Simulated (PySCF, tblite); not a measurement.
# C₉H₁₄O₂: geometry, infrared bands, NMR shifts, spin-spin couplings and electronic excitations

Aim: predict the infrared bands, NMR shifts, spin-spin couplings and electronic excitations of C₉H₁₄O₂ (`O=CO[C@@H]1C[C@H]2CCCC[C@H]21`).

Computed with tblite 0.8.0 and PySCF 2.14.0, with density-fitted response routines of our own, on a single molecule in the gas phase. Atoms are numbered from 0 throughout.

### 1 Starting geometry

25 atoms, charge 0, multiplicity 1; geometry from: force field or distance geometry start.

Bonds of the start (Å): O0–C1 1.27, C1–O2 1.35, O2–C3 1.41, C3–C4 1.51, C4–C5 1.51, C5–C6 1.48, C6–C7 1.53, C7–C8 1.52, C8–C9 1.50, C9–C10 1.50, C10–C3 1.54, C10–C5 1.51, C1–H11 1.08, C3–H12 1.10, C4–H13 1.09, C4–H14 1.12, C5–H15 1.12, C6–H16 1.10, C6–H17 1.11, C7–H18 1.11, C7–H19 1.10, C8–H20 1.10, C8–H21 1.11, C9–H22 1.13, C9–H23 1.13, C10–H24 1.10.

### 2 Geometry optimisation with GFN2-xTB

Job settings and geometry (Å):

```
{"job": {"kind": "relax", "xc": "GFN2-xTB", "basis": "xTB"}, "charge": 0, "multiplicity": 1}
O      4.083500    -1.252100     0.969600
C      3.804000    -0.028500     0.751000
O      2.532000     0.288100     0.415200
C      1.434700    -0.573400     0.245600
C      0.787500    -0.243700    -1.075800
C      0.147800     0.890600    -0.320200
C     -1.168900     1.406400    -0.754000
C     -2.325200     0.816000     0.048300
C     -2.209300    -0.695900     0.113400
C     -0.917300    -1.147600     0.729200
C      0.112000    -0.068800     0.844700
H      4.586300     0.714800     0.860900
H      1.613700    -1.642400     0.435600
H      0.140900    -1.056800    -1.391200
H      1.513000     0.098300    -1.855700
H      0.913400     1.679600    -0.096000
H     -1.374300     1.326800    -1.836800
H     -1.183800     2.488600    -0.513400
H     -2.287500     1.176700     1.101600
H     -3.248100     1.154900    -0.455600
H     -2.395200    -1.075400    -0.906700
H     -3.057200    -1.055500     0.739600
H     -1.159500    -1.465900     1.784400
H     -0.531100    -2.090400     0.248800
H      0.177700     0.379700     1.845600
```

On the command line:

```bash
$ OMP_NUM_THREADS=2 python probes_run.py task.json out
```

One launch serves the whole session: the jobs run in the order shown.

**Question.** This job is followed by: GFN2-xTB harmonic vibrations, gas phase; PBE0-D3(BJ)/def2-SVP geometry optimisation, gas phase; GIAO PBE0/pcSseg-1 NMR shielding, non-relativistic, gas phase; B3LYP/pcJ-1 indirect spin-spin coupling, non-relativistic, gas phase; TDDFT CAM-B3LYP/def2-SVPD, vertical, gas phase, core orbitals frozen in the response; GIAO wB97X-D/pcSseg-1 NMR shielding, non-relativistic, gas phase. Predict these results of the whole session: strongest single infrared mode (GFN2-xTB); zero-point energy (GFN2-xTB); point group; rotational constants (main isotopes); 13C shifts against TMS (PBE0/pcSseg-1); 1H shifts against TMS (PBE0/pcSseg-1); 17O shifts against H2O (PBE0/pcSseg-1); surface potential, 1st and 99th percentile; largest coupling of the table (B3LYP/pcJ-1); lowest singlet (CAM-B3LYP/def2-SVPD); brightest single state of those computed; lowest triplet; range of the shift of O2.

**Answer**, as computed:

```
                                   quantity                                                                                   value
  strongest single infrared mode (GFN2-xTB)                                                                   1784 cm⁻¹, 515 km/mol
               zero-point energy (GFN2-xTB)                                                                          135.4 kcal/mol
                                point group                                                                                      C1
       rotational constants (main isotopes)                                                                    1.89, 0.85, 0.67 GHz
     13C shifts against TMS (PBE0/pcSseg-1)                               164.9, 66.9, 44.4, 33.5, 32.5, 26.5, 25.7, 25.1, 24.1 ppm
      1H shifts against TMS (PBE0/pcSseg-1)  7.76, 5.06, 2.05, 2.01, 1.92, 1.83, 1.82, 1.70, 1.50, 1.49, 1.43, 1.20, 1.01, 0.98 ppm
     17O shifts against H2O (PBE0/pcSseg-1)                                                                        445.7, 251.7 ppm
      surface potential, 1st and 99th percentile                                                                      -1.58 V and 1.01 V
largest coupling of the table (B3LYP/pcJ-1)                                                                1J(C,H) C1–H11, 229.6 Hz
       lowest singlet (CAM-B3LYP/def2-SVPD)                                                             5.86 eV (212 nm), f = 0.002
   brightest single state of those computed                                                             state 2, 7.60 eV, f = 0.098
                             lowest triplet                                                                                 5.31 eV
                   range of the shift of O2                                                                      242.6 to 251.7 ppm
```

**Reading.** Relaxing lowered the energy by 1.688 eV in 130 steps; the close pair that moved most is O0–C1, from 1.274 to 1.196 Å (GFN2-xTB). All 69 modes are real, so the xTB geometry is a minimum. The strongest single mode, at 1784 cm⁻¹, moves mainly C1 and O0. Unscaled tight-binding wavenumbers are off by several per cent, some by more. Its intensities can rank the bands wrongly. The optimisation took 10 steps and gained 0.215 eV; among the close pairs (by a distance rule), O2–C3 changed most, from 1.377 to 1.423 Å (PBE0/def2-SVP). The most deshielded carbon is C1 (ester carbonyl carbon), at 164.9 ppm: it is a carbonyl in resonance with an O or N lone pair, the region of acids, esters and amides. At PBE0/pcSseg-1: The widest tensor belongs to O0: span 682 ppm, with a paramagnetic part of -515 ppm. In the run at B3LYP/pcJ-1, the largest coupling of the table is C1–H11, 229.6 Hz, of which the Fermi-contact term gives 229.2 Hz. Couplings across rotatable bonds belong to this one conformer; where others are populated, the observed values are averages. The lowest singlet, at 5.86 eV, is HOMO−2→LUMO 0.77, HOMO−3→LUMO 0.09 and is weak; of the 10 states computed, the strongest absorption comes from state 2 at 7.60 eV. The lowest triplet lies 0.55 eV below the lowest singlet (triplets in Tamm-Dancoff, singlets in full TDDFT). In ppm, O2 moves most: its shift spreads over 9.0 ppm, from 242.6 (wB97X-D/pcSseg-1) to 251.7 (PBE0/pcSseg-1).
